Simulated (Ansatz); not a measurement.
# Ba3CaF8: the band gap up the ladder of functionals

The task here is to estimate one member of a computed series from the others.

The runs shown are made with Ansatz 0.2.0. PAW datasets, plane waves. Note: simulated data, non-magnetic, for a generated structure that need not be the stable one.

**The structure to begin with**

The cell was relaxed beforehand with r2SCAN.

The symmetry is Cmmm (No. 65, orthorhombic); conventional cell a = 8.456 Å, b = 12.076 Å, c = 4.269 Å, 18.16 Å³ an atom. Near Ba stand 8 F at 2.61–2.69 Å; near F stand 2 Ca at 2.53 Å and 2 Ba at 2.69 Å and 5 F at 2.72–2.89 Å; near F stand 4 Ba at 2.60–2.61 Å; near Ba stand 8 F at 2.60–2.69 Å; near F stand 1 Ca at 2.41 Å and 3 Ba at 2.67–2.69 Å.

Structure file:

```xyz
12
Lattice="4.2282 -6.0378 0.0000 4.2282 6.0378 0.0000 0.0000 0.0000 4.2688" Properties=species:S:1:pos:R:3 pbc="T T T"
Ba    0.0000    0.0000    0.0000
F     4.2282    1.3605    2.1344
F     4.2282    4.5300    2.1344
Ba    2.1141   -3.0189    2.1344
F     6.1758   -1.4261    0.0000
F     6.1758    1.4261    0.0000
Ba    2.1141    3.0189    2.1344
F     2.2806   -1.4261    0.0000
F     2.2806    1.4261    0.0000
Ca    4.2282    0.0000    0.0000
F     4.2282   -4.5300    2.1344
F     4.2282   -1.3605    2.1344
```

Set-up of the first run:

The input, input.yaml:

```yaml
crystal:
  lattice:
    - [4.2281835061, -6.0378116682, 0.0]
    - [4.2281835061, 6.0378116682, 0.0]
    - [0.0, 0.0, 4.2687740207]
  atoms:
    - { symbol: Ba, position: [0.0, 0.0, 0.0] }
    - { symbol: F, position: [0.3873347249, 0.6126652751, 0.5] }
    - { symbol: F, position: [0.1248599582, 0.8751400418, 0.5] }
    - { symbol: Ba, position: [0.5, 0.0, 0.5] }
    - { symbol: F, position: [0.8484087493, 0.612211067, 0.0] }
    - { symbol: F, position: [0.612211067, 0.8484087493, 0.0] }
    - { symbol: Ba, position: [0.0, 0.5, 0.5] }
    - { symbol: F, position: [0.387788933, 0.1515912507, 0.0] }
    - { symbol: F, position: [0.1515912507, 0.387788933, 0.0] }
    - { symbol: Ca, position: [0.5, 0.5, 0.0] }
    - { symbol: F, position: [0.8751400418, 0.1248599582, 0.5] }
    - { symbol: F, position: [0.6126652751, 0.3873347249, 0.5] }
kpoints:
  mp_grid: { grid: [4, 4, 6] }
  band_path:
    path:
      - [[0.0, 0.0, 0.0], [-0.5, 0.5, 0.0], [-0.3725994549503, 0.6274005450497, 0.0]]
      - [[0.3725994549503, 0.3725994549503, 0.0], [0.0, 0.0, 0.0], [0.0, 0.0, 0.5], [0.3725994549503, 0.3725994549503, 0.5]]
      - [[-0.3725994549503, 0.6274005450497, 0.5], [-0.5, 0.5, 0.5], [-0.5, 0.5, 0.0]]
      - [[0.0, 0.0, 0.0], [-4.511529907148e-17, 0.5, 0.0], [-4.511529907148e-17, 0.5, 0.5], [0.0, 0.0, 0.5], [-0.5, 0.5, 0.5]]
    npoints: 10
hamiltonian:
  xc: pbe
scf:
  occupations: { method: fermi_dirac, width: 0.02 }
  n_extra_bands: 7
output:
  forces: true
  stress: true
  eigenvalues: true
```

Steps of the session up to this table: Band structure with PBE; r2SCAN; HSE06 at the same geometry; PBE+SOC; Single point with PBE0.

One of the session's tables, all rows but one given; the rest of the session is left out.

| level | gap (eV) |
| --- | --- |
| PBE | 6.24 |
| r2SCAN | ? |
| HSE06 | 8.13 |
| PBE+SOC | 6.23 |
| PBE0 | 8.91 |

Estimate the missing values for r2SCAN.

The run gave: gap (eV): 6.76. In the column «gap (eV)» it lies between PBE (6.24) and HSE06 (8.13).

Meshes: PBE 4×4×6, r2SCAN 4×4×6, HSE06 2×2×4, PBE+SOC 4×4×6, PBE0 2×2×4

PBE+SOC gives the least gap, 6.23 eV, and PBE0 the largest, 8.91 eV. PBE reaches 77 % of the HSE06 value, and r2SCAN 83 %. PBE0 lies 0.77 eV above HSE06, which differs from it by screening the long-range exchange.

To keep in mind: Warnings in the runs' records: stress scf threshold loose, stress exchange threshold loose.
